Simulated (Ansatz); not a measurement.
# ClFH6InNSi2: taking an electron away

The task here is to estimate one member of a computed series from the others.

Computed with Ansatz 0.2.0, Gaussian basis. Level: unrestricted cation, the program's frozen cores in correlated methods.

The runs, in order: UKS PBE-D4/def2-TZVPP; UKS r2SCAN-D4/def2-TZVPP; UKS PBE0-D4/def2-TZVPP; UKS B3LYP-D4/def2-TZVPP; UKS wB97X-V/def2-TZVPP; UKS wB97M-V/def2-TZVPP; UKS B2PLYP/def2-TZVPP; UHF-CCSD(T)/def2-TZVPP; UHF-MP2/def2-QZVPP; extrapolation to the limit; then −ε(HOMO) from the neutral's earlier runs with LDA (SPW92), PBE-D4, revPBE-D4, BLYP-D4, r2SCAN-D4, B97M-V, PBE0-D4, B3LYP-D4, r2SCANh-D4, r2SCAN0-D4, HSE06-D4, BHLYP-D4, CAM-B3LYP-D4, LC-ωPBE, ωB97X-V, ωB97M-V.

1 further run of the same task is left out (for a known fault of the program).

### Structure used throughout

All runs share one geometry, relaxed beforehand with PBE0-D4 in a triple-zeta def2 set. In takes the def2 core potential; no spin-orbit term is included.

SMILES `[F][In]([Cl])[N]([SiH3])[SiH3]`, 12 atoms, charge 0, spin multiplicity 1.

Atoms are counted from 1 here; the program's logs count them from 0.

Bond lengths: F1–In2 1.939 Å, In2–Cl3 2.288 Å, In2–N4 2.009 Å, N4–Si5 1.736 Å, N4–Si6 1.741 Å, Si5–H7 1.487 Å, Si5–H8 1.487 Å, Si5–H9 1.488 Å, Si6–H10 1.489 Å, Si6–H11 1.485 Å, Si6–H12 1.486 Å. Angles: F1–In2–Cl3 116.6°, F1–In2–N4 113.5°, Cl3–In2–N4 129.9°, In2–N4–Si5 119.9°, In2–N4–Si6 119.8°, Si5–N4–Si6 120.3°, N4–Si5–H7 111.2°, N4–Si5–H8 111.2°, N4–Si5–H9 107.8°, H7–Si5–H8 108.1°, H7–Si5–H9 109.2°, H8–Si5–H9 109.2°, N4–Si6–H10 106.7°, N4–Si6–H11 111.4°, N4–Si6–H12 111.5°, H10–Si6–H11 109.3°, H10–Si6–H12 109.3°, H11–Si6–H12 108.5°.

Set-up of the first run:

Input file in.yaml:

```yaml
crystal:
  periodic: [false, false, false]
  atoms:
    - {symbol: F, position_ang: [-2.767624, 0.136824, 1.822722]}
    - {symbol: In, position_ang: [-1.400449, -1.007713, 1.061024]}
    - {symbol: Cl, position_ang: [-1.591655, -3.249286, 1.476171]}
    - {symbol: N, position_ang: [-0.011840, -0.006114, 0.009769]}
    - {symbol: Si, position_ang: [1.291045, -0.869512, -0.746053]}
    - {symbol: Si, position_ang: [-0.122760, 1.724494, -0.140773]}
    - {symbol: H, position_ang: [2.609582, -0.417252, -0.227450]}
    - {symbol: H, position_ang: [1.282147, -0.675936, -2.220692]}
    - {symbol: H, position_ang: [1.116211, -2.315425, -0.442207]}
    - {symbol: H, position_ang: [1.039695, 2.158544, -0.963297]}
    - {symbol: H, position_ang: [-0.062172, 2.389751, 1.185992]}
    - {symbol: H, position_ang: [-1.382171, 2.131605, -0.815207]}
basis:
  gaussian: {orbitals: def2-TZVPP}
total_charge: 1
magnetization: {spin_polarized: true, initial_magnetization: 1}
hamiltonian: {xc: pbe, dispersion: d4}
```

Run with:

```bash
ansatz run in.yaml --threads 2 --pin off --events-out ev --progress --plain --max-ram 22528MiB --backend cuda --devices 0, --max-vram 18GiB
```

Among the steps run: Cation, UKS PBE-D4/def2-TZVPP; Cation, UKS r2SCAN-D4/def2-TZVPP; Cation, UKS PBE0-D4/def2-TZVPP; Cation, UKS B3LYP-D4/def2-TZVPP; Cation, UKS wB97X-V/def2-TZVPP; Cation, UKS wB97M-V/def2-TZVPP; Cation, UKS B2PLYP (frozen core)/def2-TZVPP; Cation, UHF-CCSD(T)/def2-TZVPP; Cation, UHF-MP2/def2-QZVPP.

One of the session's tables, all rows but one given; the rest of the session is left out.

Orbital estimates, from the neutral's runs:

```
  functional  −ε(HOMO) (eV)
 LDA (SPW92)           6.89
      PBE-D4           6.77
   revPBE-D4           6.72
     BLYP-D4           6.65
   r2SCAN-D4           7.07
      B97M-V           7.20
     PBE0-D4              ?
    B3LYP-D4           7.85
  r2SCANh-D4           7.55
  r2SCAN0-D4           8.27
    HSE06-D4           7.66
    BHLYP-D4           9.27
CAM-B3LYP-D4           9.41
     LC-ωPBE          10.75
     ωB97X-V          10.41
     ωB97M-V          10.30
```

**Question.** Estimate the row for PBE0-D4.

**Answer.** −ε(HOMO) (eV): 8.06. In the column «−ε(HOMO) (eV)» it lies between B3LYP-D4 (7.85) and r2SCAN0-D4 (8.27).
